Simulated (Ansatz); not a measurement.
# CH₇NSSi: small, medium and large basis sets

One table from this session's results is given with a row withheld; the runs are named, their logs left out.

Computed with Ansatz 0.2.0, Gaussian basis. Level: one geometry, several basis sets.

Plan: PBE0-D4/def2-SVP; ωB97M-V/def2-SVP; PBE0-D4/def2-QZVPP; ωB97M-V/def2-QZVPP; the functionals' def2-TZVPP values are taken from earlier runs.

**The geometry**

All runs share one geometry, relaxed beforehand with PBE0-D4 in a triple-zeta def2 set.

SMILES `CS[SiH2]N`, 11 atoms, charge 0, spin multiplicity 1.

Atoms are counted from 1 here; the program's logs count them from 0.

Bond lengths: C1–S2 1.815 Å, C1–H5 1.090 Å, C1–H6 1.090 Å, C1–H7 1.089 Å, S2–Si3 2.131 Å, Si3–N4 1.711 Å, Si3–H8 1.484 Å, Si3–H9 1.486 Å, N4–H10 1.006 Å, N4–H11 1.005 Å. Angles: S2–C1–H5 110.9°, S2–C1–H6 111.0°, S2–C1–H7 107.2°, H5–C1–H6 109.9°, H5–C1–H7 108.8°, H6–C1–H7 108.9°, C1–S2–Si3 99.5°, S2–Si3–N4 116.3°, S2–Si3–H8 102.6°, S2–Si3–H9 110.0°, N4–Si3–H8 111.3°, N4–Si3–H9 104.7°, H8–Si3–H9 112.0°, Si3–N4–H10 122.3°, Si3–N4–H11 120.8°, H10–N4–H11 112.1°.

Set-up of the first run:

in.yaml

```yaml
crystal:
  periodic: [false, false, false]
  atoms:
    - {symbol: C, position_ang: [-0.800625, 1.649638, -0.274704]}
    - {symbol: S, position_ang: [-1.465920, 0.287890, 0.723824]}
    - {symbol: Si, position_ang: [0.271741, -0.940154, 0.846135]}
    - {symbol: N, position_ang: [0.897551, -1.519712, -0.636787]}
    - {symbol: H, position_ang: [-0.420124, 1.282496, -1.227925]}
    - {symbol: H, position_ang: [-0.011285, 2.177645, 0.261147]}
    - {symbol: H, position_ang: [-1.620926, 2.340681, -0.465904]}
    - {symbol: H, position_ang: [-0.180264, -2.055455, 1.713670]}
    - {symbol: H, position_ang: [1.392139, -0.177744, 1.456754]}
    - {symbol: H, position_ang: [0.339149, -2.049495, -1.285037]}
    - {symbol: H, position_ang: [1.663762, -1.052789, -1.090573]}
basis:
  gaussian: {orbitals: def2-SVP}
hamiltonian: {xc: pbe0, dispersion: d4}
output: {orbitals: {seedname: orbitals}}
```

Started as:

```
ansatz run in.yaml --threads 4 --pin off --events-out ev --progress --plain --max-ram 10444MiB
```

Steps of the session up to this table: PBE0-D4 in def2-SVP; ωB97M-V in def2-SVP; PBE0-D4 in def2-QZVPP; ωB97M-V in def2-QZVPP.

One table of the session follows, with a row left open; its other results are not shown here.

It belongs to the step «Functionals by basis». 

| functional | basis | HOMO (eV) | LUMO (eV) |
| --- | --- | --- | --- |
| PBE0-D4 | def2-SVP | -6.62 | 0.96 |
| PBE0-D4 | def2-TZVPP | -6.75 | 0.36 |
| PBE0-D4 | def2-QZVPP | -6.79 | 0.10 |
| ωB97M-V | def2-SVP | ? | ? |
| ωB97M-V | def2-TZVPP | -8.96 | 1.91 |
| ωB97M-V | def2-QZVPP | -9.00 | 1.43 |

Q: Estimate the row for ωB97M-V, def2-SVP from the others.

The run gave: HOMO (eV): -8.79; LUMO (eV): 2.73. In the column «HOMO (eV)» it lies between ωB97M-V, def2-TZVPP (-8.96) and PBE0-D4, def2-QZVPP (-6.79).
